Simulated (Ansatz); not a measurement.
GaGe:

```
Ge Ga
1.0
     0.00000    2.89784    2.89784
     2.89784    0.00000    2.89784
     2.89784    2.89784    0.00000
Ge Ga
1 1
Direct
  0.00000 0.00000 0.00000
  0.25000 0.25000 0.25000
```

The cell comes from a database or a generator and needn't be the stable form of this composition.

Base run:

* Program: Ansatz 0.2.0
* Functional: PBEsol
* Potentials or basis: all-electron PAW datasets made for the crystal
* Cutoff: 240 eV
* Density cutoff: 960 eV
* k mesh: 8 × 8 × 8
* Occupations: fermi-dirac, width 0.05 eV
* Spin: no spin polarisation

Its results: pressure -2.4 GPa.

Task: After a change of settings the same cell gave: pressure -1.9 GPa. Which change was it?
A. potentials or basis from all-electron PAW datasets made for the crystal to all-electron LAPW, non-relativistic; cutoff from 240 eV to 300 eV; density cutoff from 960 eV to 1201 eV
B. functional from PBEsol to PBE; potentials or basis from all-electron PAW datasets made for the crystal to all-electron LAPW, scalar-relativistic; cutoff from 240 eV to 300 eV; density cutoff from 960 eV to 1202 eV
C. functional from PBEsol to LDA; potentials or basis from all-electron PAW datasets made for the crystal to all-electron LAPW, scalar-relativistic; cutoff from 240 eV to 301 eV; density cutoff from 960 eV to 1204 eV
D. functional from PBEsol to PBE

Result: A.

Caveats: relativity is left out, which matters for the heavier elements (some runs).

Not every run made on this cell is shown here.
